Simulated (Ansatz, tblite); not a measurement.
# The cluster Hf3O6: isomers from a random search, part 1 of 2

Which shape does the cluster Hf3O6 prefer? Candidates from a tight-binding search are relaxed and compared.

Computed with Ansatz 0.2.0, Gaussian basis. Level: relaxed with PBE-D4/def2-SVP, singlet.

2 further runs of the same task are left out: 2 set aside as unsound or not needed.

**1. The starting structure**

9 atoms, charge 0, spin multiplicity 1.

Atoms are counted from 1 here; the program's logs count them from 0.

Bond lengths: Hf1–O6 1.907 Å, Hf1–O7 1.907 Å, Hf1–O8 1.769 Å, Hf2–O4 1.769 Å, Hf2–O5 1.908 Å, Hf2–O7 1.906 Å, Hf3–O5 1.908 Å, Hf3–O6 1.907 Å, Hf3–O9 1.769 Å. Angles: O6–Hf1–O7 106.1°, O6–Hf1–O8 126.9°, O7–Hf1–O8 126.6°, O4–Hf2–O5 127.3°, O4–Hf2–O7 126.5°, O5–Hf2–O7 105.8°, O5–Hf3–O6 105.6°, O5–Hf3–O9 127.0°, O6–Hf3–O9 127.2°, Hf2–O5–Hf3 134.3°, Hf1–O6–Hf3 133.7°, Hf1–O7–Hf2 133.7°.

Hf takes a core potential in the def2 sets. No spin-orbit coupling is included.

A search from random starts with GFN1-xTB found 12 distinct shapes; 2 go on here. The structure above is candidate A, which lies 0.00 eV above the lowest at that level; B lies 2.51 eV above the lowest at that level.

**2. Relaxing candidate A**

Contents of in.yaml:

```yaml
crystal:
  periodic: [false, false, false]
  atoms:
    - {symbol: Hf, position_ang: [0.395780, -1.979140, -0.109610]}
    - {symbol: Hf, position_ang: [-1.918900, 0.654500, -0.093060]}
    - {symbol: Hf, position_ang: [1.516250, 1.324530, 0.247570]}
    - {symbol: O, position_ang: [-3.596840, 1.201160, 0.030550]}
    - {symbol: O, position_ang: [-0.341310, 1.716910, 0.062090]}
    - {symbol: O, position_ang: [1.641920, -0.578330, 0.239010]}
    - {symbol: O, position_ang: [-1.319830, -1.152280, -0.199200]}
    - {symbol: O, position_ang: [0.771210, -3.671550, -0.462090]}
    - {symbol: O, position_ang: [2.851720, 2.484210, 0.284730]}
basis:
  gaussian: {orbitals: def2-SVP}
hamiltonian: {xc: pbe, dispersion: d4}
scf: {lower_state_search: "off"}
output: {orbitals: {seedname: orbitals}}
relax: {f_tol: 0.03, max_steps: 70}
```

On the command line:

```bash
$ ansatz run in.yaml --threads 4 --pin off --events-out ev --progress --plain --max-ram 6963MiB
```

Standard output:

```text
Functional definition: PBE
  name "PBE"
  cite "Perdew, Burke & Ernzerhof, Phys. Rev. Lett. 77, 3865 (1996) doi:10.1103/PhysRevLett.77.3865"
  parent pbe
  parameter kappa = 0.804
  parameter beta = 0.06672455060314922
  exchange = pbe_x(kappa = kappa, mu = beta*pi^2/3)
  correlation = pbe_c(beta = beta)
these checks for a lower state are left out or cut short: stability, starts, cluster_reference, orbital_swaps, neighbouring_geometries, increment
1800 factors; their error is unknown
mean field evaluation 1: about -16138.6278 eV, gradient 1.7e2 eV
mean field evaluation 2: about -15408.6367 eV, gradient 4.8e2 eV
mean field evaluation 4: about -16138.8007 eV, gradient 1.6e2 eV
mean field evaluation 8: about -16191.3091 eV, gradient 6.9e0 eV
mean field evaluation 16: about -16191.2435 eV, gradient 4.7e-1 eV
mean field evaluation 32: about -16191.2436 eV, gradient 7.6e-6 eV
mean field -16191.24364772 eV, -595.0172292344 hartree, gradient 7.6e-6 eV, S^2 0.000000; 0 other end points of the search recorded, 0 dependent functions left out
the calculation of the forces begins
reference -16191.24371150 eV, -595.0172315784 hartree; 42, 42 occupied and 138, 138 virtual orbitals, 1800 factors
relax step   1: F+E_penalty+E_count = -16191.56994322 eV  Δ(F+E_penalty+E_count) = +0.000e0 eV  max|allowed force component| = 2.767e0 eV/Å  Δτ_max = 0.0000 Å  (29 SCF iters, accepted)
these checks for a lower state are left out or cut short: stability, starts, cluster_reference, orbital_swaps, neighbouring_geometries, increment
1800 factors; their error is unknown
mean field -16192.70247311 eV, -595.0708400787 hartree, gradient 2.0e-6 eV, S^2 0.000000; 0 other end points of the search recorded, 0 dependent functions left out
the calculation of the forces begins
reference -16192.70253895 eV, -595.0708424984 hartree; 42, 42 occupied and 138, 138 virtual orbitals, 1800 factors
relax step   2: F+E_penalty+E_count = -16193.00297949 eV  Δ(F+E_penalty+E_count) = -1.433e0 eV  max|allowed force component| = 9.007e-1 eV/Å  Δτ_max = 0.1903 Å  (33 SCF iters, accepted)
these checks for a lower state are left out or cut short: stability, starts, cluster_reference, orbital_swaps, neighbouring_geometries, increment
1800 factors; their error is unknown
mean field -16193.10365508 eV, -595.0855832442 hartree, gradient 2.6e-6 eV, S^2 0.000000; 0 other end points of the search recorded, 0 dependent functions left out
the calculation of the forces begins
reference -16193.10372159 eV, -595.0855856886 hartree; 42, 42 occupied and 138, 138 virtual orbitals, 1800 factors
relax step   3: F+E_penalty+E_count = -16193.40330028 eV  Δ(F+E_penalty+E_count) = -4.003e-1 eV  max|allowed force component| = 1.914e0 eV/Å  Δτ_max = 0.1964 Å  (32 SCF iters, accepted)
these checks for a lower state are left out or cut short: stability, starts, cluster_reference, orbital_swaps, neighbouring_geometries, increment
1800 factors; their error is unknown
mean field -16193.56940793 eV, -595.1026993458 hartree, gradient 1.3e-6 eV, S^2 0.000000; 0 other end points of the search recorded, 0 dependent functions left out
the calculation of the forces begins
reference -16193.56947430 eV, -595.1027017850 hartree; 42, 42 occupied and 138, 138 virtual orbitals, 1800 factors
relax step   4: F+E_penalty+E_count = -16193.88007973 eV  Δ(F+E_penalty+E_count) = -4.768e-1 eV  max|allowed force component| = 1.920e0 eV/Å  Δτ_max = 0.1947 Å  (33 SCF iters, accepted)
these checks for a lower state are left out or cut short: stability, starts, cluster_reference, orbital_swaps, neighbouring_geometries, increment
1800 factors; their error is unknown
mean field evaluation 64: about -16194.1308 eV, gradient 2.1e-3 eV
mean field -16193.96869183 eV, -595.1173727587 hartree, gradient 2.2e-6 eV, S^2 0.000000; 0 other end points of the search recorded, 0 dependent functions left out
the calculation of the forces begins
reference -16193.96875658 eV, -595.1173751380 hartree; 42, 42 occupied and 138, 138 virtual orbitals, 1800 factors
relax step   5: F+E_penalty+E_count = -16194.28948630 eV  Δ(F+E_penalty+E_count) = -4.094e-1 eV  max|allowed force component| = 4.466e-1 eV/Å  Δτ_max = 0.2000 Å  (35 SCF iters, accepted)
these checks for a lower state are left out or cut short: stability, starts, cluster_reference, orbital_swaps, neighbouring_geometries, increment
1800 factors; their error is unknown
mean field -16194.10389674 eV, -595.1223414474 hartree, gradient 2.0e-6 eV, S^2 0.000000; 0 other end points of the search recorded, 0 dependent functions left out
the calculation of the forces begins
reference -16194.10396034 eV, -595.1223437845 hartree; 42, 42 occupied and 138, 138 virtual orbitals, 1800 factors
relax step   6: F+E_penalty+E_count = -16194.43298213 eV  Δ(F+E_penalty+E_count) = -1.435e-1 eV  max|allowed force component| = 4.026e-1 eV/Å  Δτ_max = 0.1997 Å  (35 SCF iters, accepted)
these checks for a lower state are left out or cut short: stability, starts, cluster_reference, orbital_swaps, neighbouring_geometries, increment
1800 factors; their error is unknown
mean field -16194.19650351 eV, -595.1257446835 hartree, gradient 2.5e-6 eV, S^2 0.000000; 0 other end points of the search recorded, 0 dependent functions left out
the calculation of the forces begins
reference -16194.19656622 eV, -595.1257469879 hartree; 42, 42 occupied and 138, 138 virtual orbitals, 1800 factors
relax step   7: F+E_penalty+E_count = -16194.53118405 eV  Δ(F+E_penalty+E_count) = -9.820e-2 eV  max|allowed force component| = 1.715e-1 eV/Å  Δτ_max = 0.2000 Å  (34 SCF iters, accepted)
these checks for a lower state are left out or cut short: stability, starts, cluster_reference, orbital_swaps, neighbouring_geometries, increment
1800 factors; their error is unknown
mean field evaluation 96: about -16194.2393 eV, gradient 1.8e-6 eV
mean field -16194.23929725 eV, -595.1273173243 hartree, gradient 1.8e-6 eV, S^2 0.000000; 0 other end points of the search recorded, 0 dependent functions left out
the calculation of the forces begins
reference -16194.23935901 eV, -595.1273195940 hartree; 42, 42 occupied and 138, 138 virtual orbitals, 1800 factors
relax step   8: F+E_penalty+E_count = -16194.57752577 eV  Δ(F+E_penalty+E_count) = -4.634e-2 eV  max|allowed force component| = 1.208e-1 eV/Å  Δτ_max = 0.2000 Å  (36 SCF iters, accepted)
these checks for a lower state are left out or cut short: stability, starts, cluster_reference, orbital_swaps, neighbouring_geometries, increment
1800 factors; their error is unknown
mean field -16194.24988764 eV, -595.1277065138 hartree, gradient 1.3e-6 eV, S^2 0.000000; 0 other end points of the search recorded, 0 dependent functions left out
the calculation of the forces begins
reference -16194.24994888 eV, -595.1277087645 hartree; 42, 42 occupied and 138, 138 virtual orbitals, 1800 factors
relax step   9: F+E_penalty+E_count = -16194.59047744 eV  Δ(F+E_penalty+E_count) = -1.295e-2 eV  max|allowed force component| = 3.691e-2 eV/Å  Δτ_max = 0.1193 Å  (28 SCF iters, accepted)
these checks for a lower state are left out or cut short: stability, starts, cluster_reference, orbital_swaps, neighbouring_geometries, increment
1800 factors; their error is unknown
mean field -16194.20226990 eV, -595.1259565944 hartree, gradient 2.9e-6 eV, S^2 0.000000; 0 other end points of the search recorded, 0 dependent functions left out
the calculation of the forces begins
reference -16194.20233085 eV, -595.1259588342 hartree; 42, 42 occupied and 138, 138 virtual orbitals, 1800 factors
relax step  10: F+E_penalty+E_count = -16194.54368920 eV  Δ(F+E_penalty+E_count) = +4.679e-2 eV  max|allowed force component| = 1.038e0 eV/Å  Δτ_max = 0.0831 Å  (27 SCF iters, rejected (line search))
these checks for a lower state are left out or cut short: stability, starts, cluster_reference, orbital_swaps, neighbouring_geometries, increment
1800 factors; their error is unknown
mean field -16194.25174455 eV, -595.1277747542 hartree, gradient 2.3e-6 eV, S^2 0.000000; 0 other end points of the search recorded, 0 dependent functions left out
the calculation of the forces begins
reference -16194.25180572 eV, -595.1277770021 hartree; 42, 42 occupied and 138, 138 virtual orbitals, 1800 factors
relax step  11: F+E_penalty+E_count = -16194.59265859 eV  Δ(F+E_penalty+E_count) = -2.181e-3 eV  max|allowed force component| = 2.795e-2 eV/Å  Δτ_max = 0.0415 Å  (23 SCF iters, accepted)
these checks for a lower state are left out or cut short: stability, starts, cluster_reference, orbital_swaps, neighbouring_geometries, increment
1800 factors; their error is unknown
mean field -16194.25311906 eV, -595.1278252664 hartree, gradient 2.3e-6 eV, S^2 0.000000; 0 other end points of the search recorded, 0 dependent functions left out
the calculation of the forces begins
reference -16194.25317994 eV, -595.1278275039 hartree; 42, 42 occupied and 138, 138 virtual orbitals, 1800 factors
relax step  12: F+E_penalty+E_count = -16194.59548582 eV  Δ(F+E_penalty+E_count) = -2.827e-3 eV  max|allowed force component| = 1.265e-1 eV/Å  Δτ_max = 0.0973 Å  (29 SCF iters, accepted)
these checks for a lower state are left out or cut short: stability, starts, cluster_reference, orbital_swaps, neighbouring_geometries, increment
1800 factors; their error is unknown
mean field evaluation 128: about -16194.3291 eV, gradient 2.5e1 eV
mean field -16194.25324314 eV, -595.1278298263 hartree, gradient 1.6e-6 eV, S^2 0.000000; 0 other end points of the search recorded, 0 dependent functions left out
the calculation of the forces begins
reference -16194.25330401 eV, -595.1278320634 hartree; 42, 42 occupied and 138, 138 virtual orbitals, 1800 factors
relax step  13: F+E_penalty+E_count = -16194.59624391 eV  Δ(F+E_penalty+E_count) = -7.581e-4 eV  max|allowed force component| = 1.116e-1 eV/Å  Δτ_max = 0.0464 Å  (30 SCF iters, accepted)
these checks for a lower state are left out or cut short: stability, starts, cluster_reference, orbital_swaps, neighbouring_geometries, increment
1800 factors; their error is unknown
mean field -16194.25351307 eV, -595.1278397461 hartree, gradient 2.2e-6 eV, S^2 0.000000; 0 other end points of the search recorded, 0 dependent functions left out
the calculation of the forces begins
reference -16194.25357388 eV, -595.1278419806 hartree; 42, 42 occupied and 138, 138 virtual orbitals, 1800 factors
relax step  14: F+E_penalty+E_count = -16194.59689989 eV  Δ(F+E_penalty+E_count) = -6.560e-4 eV  max|allowed force component| = 5.193e-2 eV/Å  Δτ_max = 0.0050 Å  (25 SCF iters, accepted)
these checks for a lower state are left out or cut short: stability, starts, cluster_reference, orbital_swaps, neighbouring_geometries, increment
1800 factors; their error is unknown
mean field -16194.25363765 eV, -595.1278443244 hartree, gradient 2.9e-6 eV, S^2 0.000000; 0 other end points of the search recorded, 0 dependent functions left out
the calculation of the forces begins
reference -16194.25369847 eV, -595.1278465595 hartree; 42, 42 occupied and 138, 138 virtual orbitals, 1800 factors
relax step  15: F+E_penalty+E_count = -16194.59707702 eV  Δ(F+E_penalty+E_count) = -1.771e-4 eV  max|allowed force component| = 8.069e-3 eV/Å  Δτ_max = 0.0173 Å  (24 SCF iters, accepted)
Total energy: -16194.59713784 eV, -595.1404677234 hartree
Atom 0 at     0.304290    -2.084860     0.375617 Å, force    -0.008069     0.003832     0.003962 eV/Å
Atom 1 at    -1.848834     0.675724    -0.664869 Å, force    -0.002138     0.001060     0.001930 eV/Å
Atom 2 at     1.450724     1.364627     0.758018 Å, force    -0.007935     0.002056     0.003389 eV/Å
Atom 3 at    -3.280516     1.073945     0.335017 Å, force     0.004069    -0.000535    -0.003163 eV/Å
Atom 4 at    -0.343985     1.753381     0.031671 Å, force     0.003610     0.001479     0.002812 eV/Å
Atom 5 at     1.374286    -0.586138     1.109872 Å, force     0.000021    -0.001202    -0.001740 eV/Å
Atom 6 at    -1.346198    -1.188010    -0.232775 Å, force     0.001178    -0.006475     0.003406 eV/Å
Atom 7 at     1.102552    -2.659519    -1.119203 Å, force     0.004587     0.000396    -0.005468 eV/Å
Atom 8 at     2.587681     1.650860    -0.593359 Å, force     0.004676    -0.000611    -0.005127 eV/Å
Dipole moment:    -0.181715    -0.091714     0.941824 e Å
Checks for a lower state left out: stability, starts, cluster_reference, orbital_swaps, neighbouring_geometries, increment
```

Run time: 21 s. Hardware: 4 threads of Intel Xeon 6975P-C, shared host.

Relaxation path: (the energy doesn't fall at every step)

| step | energy from step 1 (eV) | largest force component (eV/Å) |
| --- | --- | --- |
| 1 | 0.0000 | 2.7673 |
| 2 | -1.4330 | 0.9007 |
| 3 | -1.8334 | 1.9136 |
| 4 | -2.3101 | 1.9202 |
| 5 | -2.7195 | 0.4466 |
| 6 | -2.8630 | 0.4026 |
| 7 | -2.9612 | 0.1715 |
| 8 | -3.0076 | 0.1208 |
| 9 | -3.0205 | 0.0369 |
| 10 | -2.9737 | 1.0383 |
| 11 | -3.0227 | 0.0279 |
| 12 | -3.0255 | 0.1265 |
| 13 | -3.0263 | 0.1116 |
| 14 | -3.0270 | 0.0519 |
| 15 | -3.0271 | 0.0081 |

The force was under the threshold of 0.03 eV/Å already at step 11, but the program went on to step 15.

Close pairs (by a distance rule), those that changed most:

| bond | before (Å) | after (Å) | change (Å) |
| --- | --- | --- | --- |
| Hf3–O6 | 1.907 | 1.984 | +0.077 |
| Hf1–O6 | 1.907 | 1.982 | +0.075 |
| Hf2–O7 | 1.906 | 1.978 | +0.072 |
| Hf2–O5 | 1.908 | 1.978 | +0.069 |
| Hf1–O7 | 1.907 | 1.974 | +0.068 |
| Hf3–O5 | 1.908 | 1.975 | +0.067 |
| Hf2–O4 | 1.769 | 1.791 | +0.022 |
| Hf1–O8 | 1.769 | 1.789 | +0.020 |

(Continued in part 2 of 2.)
